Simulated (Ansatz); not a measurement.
# PbS: the cost of one run

Program: Ansatz 0.2.0. Level of theory: DFT HSE06, scalar-relativistic, plane waves, PAW. These are calculated values, not measurements.

The COD entry's cell or inner coordinates are ideal or old and differ from later refinements, so a difference from it is no clean test against experiment.

2 further runs of the same task are left out: 1 that didn't finish, 1 set aside as unsound or not needed.

## (1) The starting structure

The structure is cubic, space group Fm-3m (No. 225). The conventional cell has a = 5.936 Å, b = 5.936 Å, c = 5.936 Å, α = 90.00°, β = 90.00°, γ = 90.00°. Pb (site symmetry m-3m) has 6 S at 2.97 Å as nearest neighbours. S (site symmetry m-3m) has 6 Pb at 2.97 Å as nearest neighbours.

Coordinates:

```cif
data_structure
_symmetry_space_group_name_H-M 'P 1'
_symmetry_Int_Tables_number 1
_cell_length_a 4.1973
_cell_length_b 4.1973
_cell_length_c 4.1973
_cell_angle_alpha 60.000
_cell_angle_beta 60.000
_cell_angle_gamma 60.000
_cell_volume 52.29
loop_
_atom_site_label
_atom_site_type_symbol
_atom_site_fract_x
_atom_site_fract_y
_atom_site_fract_z
_atom_site_occupancy
Pb1 Pb 0.00000 0.00000 0.00000 1
S1 S 0.50000 0.50000 0.50000 1
```

This cell was relaxed beforehand with the same method: volume 26.14 Å³/atom, gap on the mesh 0.36 eV.

## (2) The same geometry with HSE06

The input, input.yaml:

```yaml
crystal:
  lattice:
    - [0.0, 2.967928354, 2.967928354]
    - [2.967928354, 0.0, 2.967928354]
    - [2.967928354, 2.967928354, 0.0]
  atoms:
    - { symbol: Pb, position: [0.0, 0.0, 0.0] }
    - { symbol: S, position: [0.5, 0.5, 0.5] }
basis:
  ecutwfc: 420
kpoints:
  mp_grid: { grid: [6, 6, 6] }
  band_path:
    path:
      - [[0.0, 0.0, 0.0], [0.5, 0.0, 0.5], [0.625, 0.25, 0.625]]
      - [[0.375, 0.375, 0.75], [0.0, 0.0, 0.0], [0.5, 0.5, 0.5], [0.5, 0.25, 0.75], [0.5, 0.0, 0.5]]
    npoints: 4
hamiltonian:
  xc: hse06
scf:
  occupations: { method: gaussian, width: 0.02 }
output:
  forces: true
  stress: true
  eigenvalues: true
  populations: true
  dos: { projected: true, de: 0.02 }
  bader: false
  write_density: true
  write_potential: true
  elf: true
  volumetric_format: npy
```

The run is started by

```bash
$ ansatz run input.yaml --threads 2 --pin off --max-ram 5120MiB --backend cpu --events-out ev --progress --plain --runs-dir out
```

**Question.** How long does this run take on 2 threads of Arm Neoverse V2, shared host, and how much memory does it need?

About 2.5 min, with a peak of 1.5 GiB.
